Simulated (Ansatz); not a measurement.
# TaNbSi: a short molecular-dynamics run, part 2 of 2

Aim: set TaNbSi (an element-swapped structure, 9 atoms, not relaxed) in motion for 40 steps of 1 fs under a Nosé-Hoover thermostat at 900 K, and see how temperature, energy and positions respond.

Ansatz 0.2.0; DFT PBE, plane waves, PAW, scalar-relativistic, no spin polarisation. Earlier steps stand in the parts before.

## (4) The trajectory

The trajectory, every 2 steps (energies from step 0); msd is the mean square displacement from the start, the centre of mass held:

```tsv
time (fs)	T (K)	potential energy change (meV/atom)	conserved energy change (meV/atom)	msd Si (Å²)	msd Ta (Å²)	msd Nb (Å²)
0.0	900	0.0	0.00	0.000	0.000	0.000
2.0	899	0.1	0.00	0.000	0.000	0.000
4.0	877	2.6	0.01	0.002	0.000	0.000
6.0	839	7.1	0.02	0.004	0.000	0.001
8.0	790	12.7	0.04	0.006	0.001	0.001
10.0	739	18.5	0.05	0.009	0.001	0.002
12.0	694	23.8	0.06	0.012	0.001	0.002
14.0	660	27.8	0.07	0.014	0.002	0.003
16.0	641	29.9	0.07	0.017	0.003	0.004
18.0	640	30.2	0.07	0.018	0.003	0.005
20.0	653	28.7	0.06	0.019	0.004	0.006
22.0	679	25.9	0.05	0.020	0.005	0.007
24.0	711	22.3	0.04	0.019	0.007	0.008
26.0	746	18.5	0.04	0.019	0.008	0.009
28.0	777	15.1	0.03	0.018	0.010	0.010
30.0	801	12.5	0.02	0.016	0.011	0.011
32.0	815	11.1	0.02	0.015	0.013	0.012
34.0	817	11.0	0.02	0.014	0.015	0.013
36.0	807	12.4	0.02	0.013	0.017	0.014
38.0	785	15.2	0.02	0.012	0.019	0.015
40.0	751	19.2	0.03	0.011	0.022	0.016
```

time (fs), T (K) and a bar:
```
      0.0        900 ##############################
      2.0        899 ##############################
      3.0        891 #############################
      5.0        860 #########################
      7.0        815 ####################
      9.0        765 ##############
     10.0        739 ############
     12.0        694 ######
     14.0        660 ##
     16.0        641 
     17.0        638 
     19.0        645 #
     21.0        665 ###
     23.0        694 ######
     24.0        711 ########
     26.0        746 ############
     28.0        777 ################
     30.0        801 ###################
     31.0        809 ####################
     33.0        817 #####################
     35.0        813 ####################
     37.0        797 ##################
     38.0        785 #################
     40.0        751 #############
```

## (5) Snapshots as a file

Positions (Å) and forces (eV/Å):

```xyz
9
Lattice="6.644 0.000 0.000 -3.322 5.753 0.000 0.000 0.000 3.679" Properties=species:S:1:pos:R:3:forces:R:3 pbc="T T T" time_fs=5.0 T=860 dE=0.0419
Nb    3.926    0.015    1.820   -0.826   -0.137    0.158
Nb    1.381    2.362    1.846    0.316    0.315   -0.097
Nb   -1.960    3.379    1.835    0.267   -0.350    0.034
Ta    1.606   -0.007   -0.001    1.579   -0.140    0.431
Ta    2.516    4.358   -0.008   -0.999   -2.482    0.743
Ta   -0.805    1.410    0.013   -0.962    1.894    0.297
Si    0.003    3.826   -0.004   -0.032    0.265   -0.002
Si    3.328    1.878   -0.010   -0.110    0.497    0.038
Si   -0.060    0.000    1.891    0.767    0.138   -1.601
9
Lattice="6.644 0.000 0.000 -3.322 5.753 0.000 0.000 0.000 3.679" Properties=species:S:1:pos:R:3:forces:R:3 pbc="T T T" time_fs=10.0 T=739 dE=0.1668
Nb    3.937    0.029    1.801   -1.088   -0.337    0.326
Nb    1.398    2.361    1.851    0.269    0.156   -0.194
Nb   -1.963    3.369    1.830    0.263   -0.184    0.077
Ta    1.606   -0.015   -0.001    1.010   -0.245    0.617
Ta    2.512    4.351   -0.016   -0.865   -2.841    1.357
Ta   -0.807    1.429    0.025   -0.785    1.713    0.460
Si    0.006    3.818   -0.009   -0.058    0.521   -0.005
Si    3.332    1.842   -0.021   -0.199    0.920    0.058
Si   -0.113    0.001    1.928    1.454    0.296   -2.697
9
Lattice="6.644 0.000 0.000 -3.322 5.753 0.000 0.000 0.000 3.679" Properties=species:S:1:pos:R:3:forces:R:3 pbc="T T T" time_fs=15.0 T=648 dE=0.2618
Nb    3.945    0.043    1.783   -1.303   -0.565    0.492
Nb    1.415    2.360    1.857    0.181    0.033   -0.289
Nb   -1.965    3.358    1.826    0.271   -0.012    0.134
Ta    1.607   -0.023    0.000    0.501   -0.289    0.595
Ta    2.508    4.340   -0.022   -0.676   -2.883    1.641
Ta   -0.810    1.451    0.039   -0.584    1.362    0.357
Si    0.008    3.814   -0.013   -0.068    0.731   -0.010
Si    3.335    1.814   -0.030   -0.271    1.234    0.067
Si   -0.153    0.005    1.944    1.950    0.390   -2.986
9
Lattice="6.644 0.000 0.000 -3.322 5.753 0.000 0.000 0.000 3.679" Properties=species:S:1:pos:R:3:forces:R:3 pbc="T T T" time_fs=20.0 T=653 dE=0.2584
Nb    3.949    0.055    1.766   -1.420   -0.762    0.653
Nb    1.433    2.358    1.861    0.068   -0.065   -0.383
Nb   -1.966    3.347    1.822    0.259    0.138    0.199
Ta    1.609   -0.031    0.002    0.058   -0.251    0.430
Ta    2.502    4.326   -0.025   -0.411   -2.535    1.527
Ta   -0.814    1.475    0.053   -0.360    0.872   -0.034
Si    0.010    3.817   -0.018   -0.058    0.857   -0.014
Si    3.336    1.797   -0.039   -0.322    1.399    0.073
Si   -0.178    0.012    1.934    2.186    0.348   -2.450
9
Lattice="6.644 0.000 0.000 -3.322 5.753 0.000 0.000 0.000 3.679" Properties=species:S:1:pos:R:3:forces:R:3 pbc="T T T" time_fs=25.0 T=729 dE=0.1832
Nb    3.950    0.065    1.751   -1.402   -0.901    0.802
Nb    1.451    2.357    1.865   -0.085   -0.138   -0.475
Nb   -1.967    3.336    1.819    0.208    0.261    0.264
Ta    1.611   -0.040    0.004   -0.269   -0.112    0.180
Ta    2.496    4.308   -0.027   -0.091   -1.865    1.128
Ta   -0.818    1.500    0.067   -0.138    0.336   -0.632
Si    0.011    3.827   -0.022   -0.031    0.868   -0.019
Si    3.333    1.791   -0.048   -0.338    1.384    0.087
Si   -0.183    0.022    1.903    2.147    0.166   -1.334
9
Lattice="6.644 0.000 0.000 -3.322 5.753 0.000 0.000 0.000 3.679" Properties=species:S:1:pos:R:3:forces:R:3 pbc="T T T" time_fs=30.0 T=801 dE=0.1123
Nb    3.948    0.073    1.738   -1.231   -0.966    0.931
Nb    1.469    2.356    1.867   -0.273   -0.188   -0.566
Nb   -1.967    3.326    1.816    0.127    0.358    0.325
Ta    1.613   -0.048    0.006   -0.435    0.128   -0.128
Ta    2.490    4.288   -0.027    0.224   -1.026    0.643
Ta   -0.823    1.525    0.080    0.049   -0.148   -1.287
Si    0.012    3.845   -0.027    0.008    0.753   -0.026
Si    3.328    1.798   -0.055   -0.306    1.175    0.122
Si   -0.171    0.033    1.861    1.837   -0.086   -0.014
9
Lattice="6.644 0.000 0.000 -3.322 5.753 0.000 0.000 0.000 3.679" Properties=species:S:1:pos:R:3:forces:R:3 pbc="T T T" time_fs=35.0 T=813 dE=0.1039
Nb    3.942    0.079    1.727   -0.936   -0.951    1.033
Nb    1.486    2.354    1.868   -0.485   -0.224   -0.648
Nb   -1.967    3.317    1.814    0.037    0.447    0.375
Ta    1.614   -0.057    0.009   -0.425    0.442   -0.469
Ta    2.484    4.266   -0.026    0.489   -0.130    0.244
Ta   -0.827    1.551    0.091    0.199   -0.565   -1.845
Si    0.013    3.869   -0.032    0.052    0.519   -0.036
Si    3.321    1.814   -0.062   -0.212    0.781    0.183
Si   -0.142    0.044    1.819    1.281   -0.320    1.163
9
Lattice="6.644 0.000 0.000 -3.322 5.753 0.000 0.000 0.000 3.679" Properties=species:S:1:pos:R:3:forces:R:3 pbc="T T T" time_fs=40.0 T=751 dE=0.1729
Nb    3.934    0.082    1.719   -0.577   -0.863    1.103
Nb    1.502    2.351    1.867   -0.712   -0.250   -0.711
Nb   -1.967    3.309    1.813   -0.041    0.547    0.408
Ta    1.615   -0.065    0.010   -0.274    0.787   -0.801
Ta    2.479    4.244   -0.025    0.687    0.782    0.009
Ta   -0.832    1.575    0.100    0.344   -0.974   -2.189
Si    0.015    3.897   -0.037    0.093    0.193   -0.049
Si    3.311    1.837   -0.067   -0.054    0.242    0.260
Si   -0.103    0.051    1.786    0.534   -0.463    1.970
```

## (6) Results

What follows sums up all 2 parts.

| quantity | value |
| --- | --- |
| length | 40 steps of 1 fs |
| temperature, first and last step | 900 and 751 K |
| temperature, second half | mean 761 K, from 653 to 817 K |
| potential energy, second half | +17 meV/atom from the start |
| largest change of the conserved energy | 0.07 meV/atom |
| mean square displacement, second half | Si 0.016, Ta 0.012, Nb 0.011 Å² |

Against a set 900 K the second half averages 761 K, going from 653 to 751 K over that half; 17 meV/atom has gone into potential energy, and a thermostat that acts over some 100 fs has not made it up in 40 fs. The conserved energy strays from its start by at most 0.07 meV/atom, under 0.1 % of the mean kinetic energy, which is good for a step of 1 fs. No atom gets farther than 0.21 Å from its start, with the drift of the whole removed, against a typical distance of 2.6 Å between sites at the start. Averages from a run of 40 fs with 9 atoms are rough.
